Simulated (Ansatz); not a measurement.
# C₂H₄BNS: basis-set convergence

How large a basis does C₂H₄BNS need? Two functionals are run in growing sets.

Computed with Ansatz 0.2.0, Gaussian basis. Level: one geometry, several basis sets.

The runs, in order: PBE0-D4/def2-SVP; ωB97M-V/def2-SVP; PBE0-D4/def2-QZVPP; ωB97M-V/def2-QZVPP; the functionals' def2-TZVPP values are taken from earlier runs.

## (1) The relaxed structure

An earlier PBE0-D4 in a triple-zeta def2 set relaxation fixed the geometry.

SMILES `S/C=C1/BN1`, 9 atoms, charge 0, spin multiplicity 1.

Atoms are counted from 1 here; the program's logs count them from 0.

Bond lengths: S1–C2 1.763 Å, S1–H6 1.347 Å, C2–C3 1.327 Å, C2–H7 1.082 Å, C3–B4 1.512 Å, C3–N5 1.392 Å, B4–N5 1.369 Å, B4–H8 1.181 Å, N5–H9 1.007 Å. Angles: C2–S1–H6 98.9°, S1–C2–C3 120.9°, S1–C2–H7 118.7°, C3–C2–H7 120.2°, C2–C3–B4 166.9°, C2–C3–N5 137.1°, B4–C3–N5 56.1°, C3–B4–N5 57.5°, C3–B4–H8 158.4°, N5–B4–H8 144.1°, C3–N5–B4 66.4°, C3–N5–H9 135.4°, B4–N5–H9 158.2°.

Coordinates:

```
S    -0.8927    1.0538    1.8148
C     0.4480    0.8262    0.6935
C     0.4265   -0.1501   -0.2046
B     0.7234   -1.1544   -1.2954
N    -0.4684   -1.1315   -0.6215
H    -1.4096    2.1827    1.2933
H     1.3301    1.4422    0.8069
H     1.3327   -1.7068   -2.1424
H    -1.4014   -1.4083   -0.3618
```

## (2) PBE0-D4 in def2-SVP

The input, in.yaml:

```yaml
crystal:
  periodic: [false, false, false]
  atoms:
    - {symbol: S, position_ang: [-0.892683, 1.053793, 1.814770]}
    - {symbol: C, position_ang: [0.448024, 0.826201, 0.693511]}
    - {symbol: C, position_ang: [0.426486, -0.150129, -0.204559]}
    - {symbol: B, position_ang: [0.723374, -1.154381, -1.295408]}
    - {symbol: N, position_ang: [-0.468435, -1.131470, -0.621459]}
    - {symbol: H, position_ang: [-1.409585, 2.182705, 1.293329]}
    - {symbol: H, position_ang: [1.330121, 1.442215, 0.806892]}
    - {symbol: H, position_ang: [1.332675, -1.706848, -2.142365]}
    - {symbol: H, position_ang: [-1.401376, -1.408287, -0.361813]}
basis:
  gaussian: {orbitals: def2-SVP}
hamiltonian: {xc: pbe0, dispersion: d4}
output: {orbitals: {seedname: orbitals}}
```

Launch:

```sh
ansatz run in.yaml --threads 2 --pin off --events-out ev --progress --plain --max-ram 4352MiB
```

The program printed:

```text
Functional definition: PBE0
  name "PBE0"
  cite "Adamo & Barone, J. Chem. Phys. 110, 6158 (1999) doi:10.1063/1.478522"
  cite "Perdew, Burke & Ernzerhof, Phys. Rev. Lett. 77, 3865 (1996) doi:10.1103/PhysRevLett.77.3865"
  parent pbe
  parameter a = 0.25
  parameter kappa = 0.804
  parameter beta = 0.06672455060314922
  exchange = (1 - a)*pbe_x(kappa = kappa, mu = beta*pi^2/3) + a*exact_x
  correlation = pbe_c(beta = beta)
1082 factors; their error is unknown
mean field evaluation 1: about -15118.7011 eV, gradient 4.5e1 eV
mean field evaluation 2: about -15115.2898 eV, gradient 5.9e1 eV
mean field evaluation 4: about -15123.6607 eV, gradient 4.4e0 eV
mean field evaluation 8: about -15123.7062 eV, gradient 7.8e-2 eV
mean field evaluation 16: about -15123.7476 eV, gradient 8.1e-5 eV
mean field -15123.74759602 eV, -555.7874729094 hartree, gradient 8.1e-5 eV, S^2 0.000000; 0 other end points of the search recorded, 0 dependent functions left out
reference -15123.74762207 eV, -555.7874738669 hartree; 22, 22 occupied and 72, 72 virtual orbitals, 1082 factors
Total energy: -15123.91402388 eV, -555.7935890206 hartree
```

It took 1.4 s on 2 threads of Arm Neoverse V1, shared host.

## (3) ωB97M-V in def2-SVP

Changes to in.yaml since step 2:

```diff
@@ -14,3 +14,3 @@
   gaussian: {orbitals: def2-SVP}
-hamiltonian: {xc: pbe0, dispersion: d4}
+hamiltonian: {xc: {name: wB97M-V}}
 output: {orbitals: {seedname: orbitals}}
```

Launched as before.

The program printed, shortened:

```text
Functional definition: wB97M-V
  name "wB97M-V"
  cite "Mardirossian & Head-Gordon, J. Chem. Phys. 144, 214110 (2016) doi:10.1063/1.4952647"
  cite "Becke, J. Chem. Phys. 107, 8554 (1997) doi:10.1063/1.475007"
  cite "Vydrov & Van Voorhis, J. Chem. Phys. 133, 244103 (2010) doi:10.1063/1.3521275"
  # Of w^i u^j: cxij and so on, Table III.
[...]
  gx(w, u) = 1 - cx + cx01*u + cx10*w
  gss(w, u) = css00 + css04*u^4 + css10*w + css20*w^2 + css43*w^4*u^3
  gos(w, u) = cos00 + cos10*w + (cos20 + cos21*u)*w^2 + (cos60 + cos61*u)*w^6
[...]
      + integral(e_c_pw_mod_opposite_spin*gos(b97_w_opposite, b97_u_opposite)) + vv10(b, c)
1079 factors; their error is unknown
267 factors; integrals over basis functions are off by at most 9.9e-6 eV
[...]
mean field -15130.31706496 eV, -556.0288964399 hartree, gradient 1.6e-5 eV, S^2 0.000000; 0 other end points of the search recorded, 0 dependent functions left out
reference -15130.31710637 eV, -556.0288979617 hartree; 22, 22 occupied and 72, 72 virtual orbitals, 1079 factors
Total energy: -15130.31710637 eV, -556.0288979617 hartree
```

It took 6 s on 2 threads of Arm Neoverse V1, shared host.

## (4) PBE0-D4 in def2-QZVPP

Changes to in.yaml since step 3:

```diff
@@ -13,4 +13,4 @@
 basis:
-  gaussian: {orbitals: def2-SVP}
-hamiltonian: {xc: {name: wB97M-V}}
+  gaussian: {orbitals: "def2-QZVPP.json"}
+hamiltonian: {xc: pbe0, dispersion: d4}
 output: {orbitals: {seedname: orbitals}}
```

The command is unchanged.

The program printed:

```text
Functional definition: PBE0
  name "PBE0"
  cite "Adamo & Barone, J. Chem. Phys. 110, 6158 (1999) doi:10.1063/1.478522"
  cite "Perdew, Burke & Ernzerhof, Phys. Rev. Lett. 77, 3865 (1996) doi:10.1103/PhysRevLett.77.3865"
  parent pbe
  parameter a = 0.25
  parameter kappa = 0.804
  parameter beta = 0.06672455060314922
  exchange = (1 - a)*pbe_x(kappa = kappa, mu = beta*pi^2/3) + a*exact_x
  correlation = pbe_c(beta = beta)
1334 factors; their error is unknown
mean field evaluation 1: about -15124.0867 eV, gradient 6.2e1 eV
mean field evaluation 2: about -15113.3862 eV, gradient 8.9e1 eV
mean field evaluation 4: about -15132.6320 eV, gradient 8.0e0 eV
mean field evaluation 8: about -15132.7737 eV, gradient 2.9e-1 eV
mean field evaluation 16: about -15132.7879 eV, gradient 3.1e-4 eV
mean field -15132.78786072 eV, -556.1196965093 hartree, gradient 7.3e-5 eV, S^2 0.000000; 0 other end points of the search recorded, 0 dependent functions left out
reference -15132.78789859 eV, -556.1196979010 hartree; 22, 22 occupied and 396, 396 virtual orbitals, 1334 factors
Total energy: -15132.95430039 eV, -556.1258130547 hartree
```

Run time: 11 s. Hardware: 2 threads of Arm Neoverse V1, shared host; peak memory 1.1 GiB.

## (5) ωB97M-V in def2-QZVPP

Changes to in.yaml since step 4:

```diff
@@ -14,3 +14,3 @@
   gaussian: {orbitals: "def2-QZVPP.json"}
-hamiltonian: {xc: pbe0, dispersion: d4}
+hamiltonian: {xc: {name: wB97M-V}}
 output: {orbitals: {seedname: orbitals}}
```

Launched as before.

The program printed, shortened:

```text
Functional definition: wB97M-V
  name "wB97M-V"
  cite "Mardirossian & Head-Gordon, J. Chem. Phys. 144, 214110 (2016) doi:10.1063/1.4952647"
  cite "Becke, J. Chem. Phys. 107, 8554 (1997) doi:10.1063/1.475007"
  cite "Vydrov & Van Voorhis, J. Chem. Phys. 133, 244103 (2010) doi:10.1063/1.3521275"
  # Of w^i u^j: cxij and so on, Table III.
[...]
  gx(w, u) = 1 - cx + cx01*u + cx10*w
  gss(w, u) = css00 + css04*u^4 + css10*w + css20*w^2 + css43*w^4*u^3
  gos(w, u) = cos00 + cos10*w + (cos20 + cos21*u)*w^2 + (cos60 + cos61*u)*w^6
[...]
      + integral(e_c_pw_mod_opposite_spin*gos(b97_w_opposite, b97_u_opposite)) + vv10(b, c)
1306 factors; their error is unknown
335 factors; integrals over basis functions are off by at most 8.7e-6 eV
[...]
mean field -15139.47691429 eV, -556.3655146941 hartree, gradient 3.9e-5 eV, S^2 0.000000; 0 other end points of the search recorded, 0 dependent functions left out
reference -15139.47697513 eV, -556.3655169298 hartree; 22, 22 occupied and 396, 396 virtual orbitals, 1306 factors
Total energy: -15139.47697513 eV, -556.3655169298 hartree
```

Wall time 27 s (2 threads of Arm Neoverse V1, shared host); peak memory 1.4 GiB.

## (6) Functionals by basis

The def2-TZVPP values come from earlier runs at the same geometry.

| functional | basis | functions | energy (eV) | from the largest (eV) | HOMO (eV) | LUMO (eV) |
| --- | --- | --- | --- | --- | --- | --- |
| PBE0-D4 | def2-SVP | 94 | -15123.9140 | 9.040 | -6.21 | -0.55 |
| PBE0-D4 | def2-TZVPP | 222 | -15132.3767 | 0.578 | -6.34 | -0.80 |
| PBE0-D4 | def2-QZVPP | 418 | -15132.9543 | 0.000 | -6.37 | -0.87 |
| ωB97M-V | def2-SVP | 94 | -15130.3171 | 9.160 | -8.34 | 1.61 |
| ωB97M-V | def2-TZVPP | 222 | -15138.9376 | 0.539 | -8.47 | 1.20 |
| ωB97M-V | def2-QZVPP | 418 | -15139.4770 | 0.000 | -8.51 | 1.02 |

## (7) Outcome

| quantity | value |
| --- | --- |
| PBE0-D4: double and triple zeta above quadruple | 9.04, 0.58 eV |
| ωB97M-V: double and triple zeta above quadruple | 9.16, 0.54 eV |

**Reading.** PBE0-D4 gains 8.46 eV from double to triple zeta, then 0.58 eV more. Total energies overstate the basis error of differences, where much of it tends to cancel. The LUMO of ωB97M-V is positive and keeps falling with the basis (1.61 to 1.02 eV): an unbound level that the basis holds in place.

For PBE0-D4 the largest set took about 8 times as long as the smallest (11 s against 1.4 s).
